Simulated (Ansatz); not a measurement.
# Tl3Cu (I4/mmm) in Ansatz: convergence with k mesh

Aim: find how far k mesh must go before the results for Tl3Cu settle, at LDA. This setting moves, with any that are tied to it; all else stays.

All numbers are computed with Ansatz 0.2.0; they aren't measurements. Logs are shortened: lines on timing, memory, paths and dates and some standing lists are left out, and cuts for length are marked.

### Step 1. The crystal as given

Symmetry: I4/mmm, No. 139, tetragonal system. The conventional cell has a = 4.572 Å, b = 4.572 Å, c = 9.973 Å, α = 90.00°, β = 90.00°, γ = 90.00°. Tl (site symmetry 4/mmm) is surrounded by 4 Cu at 3.23 Å and 8 Tl at 3.38 Å. Tl (site symmetry -4m2) is surrounded by 8 Tl at 3.23 to 3.38 Å and 4 Cu at 3.38 Å. Cu (site symmetry 4/mmm) is surrounded by 12 Tl at 3.23 to 3.38 Å.

The cell comes from a database or a generator and needn't be the stable form of this composition.

### Step 2. With k mesh 3 × 3 × 3

Contents of input.yaml:

```yaml
crystal:
  lattice:
    - [-2.286069, 2.286069, 4.986304]
    - [2.286069, -2.286069, 4.986304]
    - [2.286069, 2.286069, -4.986304]
  atoms:
    - { symbol: Tl, position: [0.5, 0.5, 0.0] }
    - { symbol: Tl, position: [0.25, 0.75, 0.5] }
    - { symbol: Tl, position: [0.75, 0.25, 0.5] }
    - { symbol: Cu, position: [0.0, 0.0, 0.0] }
hamiltonian:
  xc: lda
  pseudopotentials: { kind: paw, source: jth, xc_functional: pbe }
kpoints:
  mp_grid: { grid: [3, 3, 3] }
scf:
  occupations: { method: cold, width: 0.05 }
output:
  forces: true
  stress: true
  eigenvalues: true
```

Potentials or basis: JTH PAW.

Started as:

```
ansatz run input.yaml --threads 2 --pin off --max-ram 5632MiB --backend cpu --events-out ev --progress --plain --runs-dir out
```

It took 5.8 s on 2 threads of Arm Neoverse V2, shared host; peak memory 0.91 GiB.

Results:

```yaml
Free_energy: -39824.6358 eV
Pressure: -4.3 GPa
Band_gap_on_the_k_mesh: none (metal or under the smearing width)
```

### Step 3. With k mesh 4 × 4 × 4

Changes to input.yaml since step 2:

```diff
@@ -14,3 +14,3 @@
 kpoints:
-  mp_grid: { grid: [3, 3, 3] }
+  mp_grid: { grid: [4, 4, 4] }
 scf:
```

Potentials or basis: JTH PAW.

Started as:

```
ansatz run input.yaml --threads 2 --pin off --max-ram 5632MiB --backend cpu --events-out ev --progress --plain --runs-dir out
```

It took 12 s on 2 threads of Arm Neoverse V2, shared host; peak memory 1 GiB.

What came out:

```
Free energy            : -39824.7889 eV
Pressure               : -4.8 GPa
Band gap on the k mesh : none (metal or under the smearing width)
```

### Step 4. With k mesh 5 × 5 × 5

Changes to input.yaml since step 3:

```diff
@@ -14,3 +14,3 @@
 kpoints:
-  mp_grid: { grid: [4, 4, 4] }
+  mp_grid: { grid: [5, 5, 5] }
 scf:
```

Started as:

```
ansatz run input.yaml --threads 2 --pin off --max-ram 5632MiB --backend cpu --events-out ev --progress --plain --runs-dir out
```

It took 16 s on 2 threads of Arm Neoverse V2, shared host; peak memory 1.1 GiB.

Results:

```yaml
Free_energy: -39824.8225 eV
Pressure: -4.6 GPa
Band_gap_on_the_k_mesh: none (metal or under the smearing width)
```

### Step 5. With k mesh 6 × 6 × 6

Changes to input.yaml since step 4:

```diff
@@ -14,3 +14,3 @@
 kpoints:
-  mp_grid: { grid: [5, 5, 5] }
+  mp_grid: { grid: [6, 6, 6] }
 scf:
```

Started as:

```
ansatz run input.yaml --threads 2 --pin off --max-ram 5632MiB --backend cpu --events-out ev --progress --plain --runs-dir out
```

Run time: 26 s. Hardware: 2 threads of Arm Neoverse V2, shared host; peak memory 1.3 GiB.

Results:

```
Free energy            : -39824.8511 eV
Pressure               : -4.8 GPa
Band gap on the k mesh : none (metal or under the smearing width)
```

### Step 6. With k mesh 7 × 7 × 7

Changes to input.yaml since step 5:

```diff
@@ -14,3 +14,3 @@
 kpoints:
-  mp_grid: { grid: [6, 6, 6] }
+  mp_grid: { grid: [7, 7, 7] }
 scf:
```

Potentials or basis: JTH PAW.

Started as:

```
ansatz run input.yaml --threads 2 --pin off --max-ram 5632MiB --backend cpu --events-out ev --progress --plain --runs-dir out
```

It took 34 s on 2 threads of Arm Neoverse V2, shared host; peak memory 1.4 GiB.

The run converged. Its results:

| Item | Value |
| --- | --- |
| Free energy | -39824.8275 eV |
| Pressure | -4.7 GPa |
| Band gap on the k mesh | none (metal or under the smearing width) |

### Step 7. With k mesh 9 × 9 × 9

Changes to input.yaml since step 6:

```diff
@@ -14,3 +14,3 @@
 kpoints:
-  mp_grid: { grid: [7, 7, 7] }
+  mp_grid: { grid: [9, 9, 9] }
 scf:
```

Started as:

```
ansatz run input.yaml --threads 2 --pin off --max-ram 5632MiB --backend cpu --events-out ev --progress --plain --runs-dir out
```

It took 61 s on 2 threads of Arm Neoverse V2, shared host; peak memory 2 GiB.

The run converged. Its results:

| Property | Result |
| --- | --- |
| Free energy | -39824.8298 eV |
| Pressure | -4.9 GPa |
| Band gap on the k mesh | none (metal or under the smearing width) |

### Step 8. With k mesh 11 × 11 × 11

Changes to input.yaml since step 7:

```diff
@@ -14,3 +14,3 @@
 kpoints:
-  mp_grid: { grid: [9, 9, 9] }
+  mp_grid: { grid: [11, 11, 11] }
 scf:
```

Started as:

```
ansatz run input.yaml --threads 2 --pin off --max-ram 5632MiB --backend cpu --events-out ev --progress --plain --runs-dir out
```

Run time: 100 s. Hardware: 2 threads of Arm Neoverse V2, shared host; peak memory 2.7 GiB.

The run converged. Its results:

| Quantity | Value |
| --- | --- |
| Free energy | -39824.8146 eV |
| Pressure | -4.9 GPa |
| Band gap on the k mesh | none (metal or under the smearing width) |

### Step 9. With k mesh 13 × 13 × 13

Changes to input.yaml since step 8:

```diff
@@ -14,3 +14,3 @@
 kpoints:
-  mp_grid: { grid: [11, 11, 11] }
+  mp_grid: { grid: [13, 13, 13] }
 scf:
```

Potentials or basis: JTH PAW.

Started as:

```
ansatz run input.yaml --threads 2 --pin off --max-ram 5632MiB --backend cpu --events-out ev --progress --plain --runs-dir out
```

The program printed:

```text
Warning: the checks of this Tl dataset prove no rule for summing its radial tables, as where they were carried onto another mesh than they were made on, and Gregory's rule is taken, under which a leading mesh point left out moves its sums only by what lay on the interval it spanned. That does not make them correct, and they differ from Quantum ESPRESSO's on this file; a re-export a fraction of a mesh step off can move them. hamiltonian.pseudopotentials.radial_quadrature: simpson_from_first_knot sums it by `pw.x`'s rule; on a PAW file no value gives `pw.x`'s numbers. What more to know: hamiltonian.pseudopotentials.radial_quadrature, in the input reference
Warning: the checks of this Cu dataset prove no rule for summing its radial tables, as where they were carried onto another mesh than they were made on, and Gregory's rule is taken, under which a leading mesh point left out moves its sums only by what lay on the interval it spanned. That does not make them correct, and they differ from Quantum ESPRESSO's on this file; a re-export a fraction of a mesh step off can move them. hamiltonian.pseudopotentials.radial_quadrature: simpson_from_first_knot sums it by `pw.x`'s rule; on a PAW file no value gives `pw.x`'s numbers. What more to know: hamiltonian.pseudopotentials.radial_quadrature, in the input reference
Warning: RAYON_NUM_THREADS=2 ignored (pool sized by the plan → 2); use --threads N
Engine: ansatz 0.2.0, aarch64-unknown-linux-gnu
Pseudopotentials: kind: paw
Pseudopotential: Tl, paw, valence charge 13, recommended cutoff 1800 eV (normal), Tl.paw.azcp
Pseudopotential: Cu, paw, valence charge 19, recommended cutoff 1350 eV (normal), Cu.paw.azcp
Functional definition: SPW92
  exchange = slater_x
  correlation = pw_c
Crystal: 4 atoms, lattice volume = 104.236 Å³
Basis set: ecut = 1800 eV, 18123 PW (Γ)
Bands: 35, of which v1, the nominal top of the filled ones, is band 29 counted from 1 (28 counted from 0)
Symmetry: 16 space group operations
Space group: I4/mmm (ITA 139), of the structure as read, at distance tolerance 4.7e-5 Å
k-points: 196 of 2197
[... 37 lines left out ...]
  E_xc         = -270.423217
  E_vxc        = -295.592791  (∫ρ·V_xc dr)
  E_paw        = -31061.754872  (= ΣΔE_a)
  E_vpaw       = -589.161114  (= ΣTr[D̂ρ^β])
  E_aug_tail   = 0.000103  (compensation charges beyond the density's cutoff)
  E_ewald      = -5991.530639
  E_core_change = 0.449344  (= ΣΔE_core)
  E_smearing   = -0.000025  (= −TS)
  E_closure    = 0.000000  (closes the sum)
  Σ components = -39824.814841   (vs F -39824.814841, Δ=0.00e0)
--- Forces (eV/Å), atoms counted from 1 ---
  atom   1  Tl    -0.00000000     0.00000000    -0.00000000
  atom   2  Tl    -0.00000000     0.00000000     0.00000000
  atom   3  Tl     0.00000000     0.00000000     0.00000000
  atom   4  Cu     0.00000000     0.00000000     0.00000000
  max |Σ_I F_I| component: 6.94e-18 eV/Å
--- Stress (GPa, compression-positive) ---
       -4.833688      -0.000000       0.000000
       -0.000000      -4.833688       0.000000
       -0.000000      -0.000000      -4.816286
  P = ⅓ Tr σ = -4.8279 GPa (-48.279 kbar)
--- Band table (eV; the first three rows and the last of 196) ---
  k-point 0: bands = ["-101.3868", "-59.2287", "-59.2287", "-59.2167", "-2.2982", "-2.0694", "-2.0650", "-1.8210", "-1.8210", "-1.7933", "-1.7933", "-1.6321", "-1.5610", "-1.5377", "-1.4427", "-1.3545", "-1.3314", "-1.3314", "-1.0894", "-0.1138", "5.5871", "6.9057", "7.4593", "7.4635", "7.4635", "7.6317", "7.7795", "7.9153", "10.3632", "10.3632", "10.5722", "11.3223", "11.3223", "12.9033", "13.1575"]
  k-point 1: bands = ["-101.3868", "-59.2287", "-59.2287", "-59.2167", "-2.2725", "-2.0475", "-2.0457", "-1.8360", "-1.8081", "-1.7938", "-1.7923", "-1.6214", "-1.5550", "-1.5350", "-1.4560", "-1.3696", "-1.3539", "-1.3357", "-1.1258", "-0.0249", "5.5945", "6.4401", "7.3637", "7.4533", "7.6037", "7.6254", "7.8825", "7.9983", "9.9854", "9.9950", "10.7570", "10.9164", "12.1837", "13.5824", "13.6509"]
  k-point 2: bands = ["-101.3868", "-59.2287", "-59.2287", "-59.2167", "-2.2166", "-1.9943", "-1.9787", "-1.8693", "-1.7966", "-1.7887", "-1.7757", "-1.5889", "-1.5473", "-1.5237", "-1.4993", "-1.4125", "-1.4099", "-1.3724", "-1.1944", "0.2470", "5.5858", "5.7354", "7.2501", "7.4380", "7.5119", "7.7311", "7.8268", "8.4499", "9.2705", "9.4779", "9.8882", "12.2470", "12.8413", "13.7530", "14.7155"]
  k-point 195: bands = ["-101.3868", "-59.2287", "-59.2287", "-59.2167", "-2.2640", "-2.1848", "-2.0843", "-2.0833", "-1.9485", "-1.8272", "-1.5714", "-1.5347", "-1.5015", "-1.4934", "-1.3877", "-1.3072", "-1.3046", "-1.2551", "-1.1114", "1.1233", "2.2514", "6.2388", "7.5500", "7.6058", "7.6096", "7.6107", "7.7836", "8.6472", "8.7063", "10.1742", "13.9229", "14.1117", "14.1908", "14.3547", "15.5165"]
```

Run time: 2.6 min. Hardware: 2 threads of Arm Neoverse V2, shared host; peak memory 3.8 GiB.

Results:

```yaml
Free_energy: -39824.8148 eV
Pressure: -4.8 GPa
Band_gap_on_the_k_mesh: none (metal or under the smearing width)
```

### Step 10. Summary

```csv
k mesh,"energy less the tightest run, at zero smearing (meV/atom)",pressure (GPa),SCF cycles,CPU time (s),peak memory (GiB)
3 × 3 × 3,45.27,-4.35,10,11,0.91
4 × 4 × 4,6.52,-4.83,11,23,1
5 × 5 × 5,-1.82,-4.61,11,32,1.1
6 × 6 × 6,-8.92,-4.80,12,51,1.3
7 × 7 × 7,-3.25,-4.72,11,66,1.4
9 × 9 × 9,-3.71,-4.85,11,120,2
11 × 11 × 11,0.08,-4.86,11,200,2.7
13 × 13 × 13,0.00,-4.83,11,310,3.8
```

Against the tightest run, the energy stays within 1 meV/atom from 11 × 11 × 11 on; the pressure stays within 0.1 GPa from 9 × 9 × 9 on. Meshes of other sizes hit other points, so gaps and Fermi surfaces needn't settle smoothly. The tightest run that finished is the yardstick and may itself not be fully converged.
